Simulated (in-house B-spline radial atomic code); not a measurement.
# Pm³³⁺: ionisation energy by several methods

Aim: the ionisation energy of Pm³³⁺ by several methods, each as the difference of two self-consistent energies (Pm³³⁺ and the next ion, [Ar] 3d9).

Program: in-house B-spline radial atomic code version 1. Level of theory: scalar-relativistic (X2C), several functionals, spin-polarised; spherical all-electron atom at the radial basis limit. These are calculated values, not measurements, unless marked.

### Step 1. The system

| Property | Result |
| --- | --- |
| element | promethium (Z = 61) |
| charge | +33 |
| electrons | 28 |
| configuration | [Ar] 3d10 |
| nucleus | Fermi, rms radius 4.962 fm |

Outer shells as boxes (Hund's rule):

[Ar] 3d10
```
[Ar] core
3d [↑↓][↑↓][↑↓][↑↓][↑↓]
```

Where spins are not typed, each open shell is filled with up spins first.

### Step 2. PBE, a GGA

Settings of the run:

```ini
Z = 61
electrons = 28.0
configuration = [Ar] 3d10
hamiltonian = x2c
method = pbe,pbe
spin_polarised = True
nucleus = fermi
rms_radius = 4.961999461404065
mass_number = 145
atomic_mass = 144.912755748
speed_of_light = 137.035999084
```

### Step 3. revTPSS, a meta-GGA

Changes to the settings of step 2:

```diff
@@ -4,3 +4,3 @@
 hamiltonian = x2c
-method = pbe,pbe
+method = revtpss,revtpss
 spin_polarised = True
```

### Step 4. OLYP, a GGA

Changes to the settings of step 3:

```diff
@@ -4,3 +4,3 @@
 hamiltonian = x2c
-method = revtpss,revtpss
+method = optx,lyp
 spin_polarised = True
```

### Step 5. exchange-only LDA

Changes to the settings of step 4:

```diff
@@ -4,3 +4,3 @@
 hamiltonian = x2c
-method = optx,lyp
+method = lda,
 spin_polarised = True
```

Q: The tabulated ionisation energy is 2251 ± 5 eV (tabulated theoretical; NIST Atomic Spectra Database). What does each method give, and which comes nearest?

As calculated:

| method | rung | total energy (hartree) | ΔSCF (eV) | −ε highest (eV) | ΔSCF less tabulated (eV) |
| --- | --- | --- | --- | --- | --- |
| exchange-only LDA | LDA | -9399.3367 | 2256.79 | 2209.16 (3d up) | +5.79 |
| PBE | GGA | -9410.6503 | 2260.22 | 2212.59 (3d up) | +9.22 |
| OLYP | GGA | -9413.4873 | 2264.53 | 2216.97 (3d up) | +13.53 |
| revTPSS | meta-GGA | -9409.7447 | 2260.00 | 2212.50 (3d up) | +9.00 |

**Reading.** Against the tabulated ionisation energy, 2251 ± 5 eV (tabulated theoretical; NIST Atomic Spectra Database), the best here is exchange-only LDA (+5.79 eV) and the worst OLYP (+13.53 eV, or 0.60 %). Relativistic terms that these runs lack can be as large as the gaps between close methods, so the nearest may be so by luck. PBE is off by +9.22 eV. Spin-orbit coupling is left out. Open shells are averaged (over orientations, and over spins where the run is restricted), while tables refer to the lowest levels.

Members of this set that are not shown: 3 used exact exchange with fractional occupations of an open shell, which is unsound here.
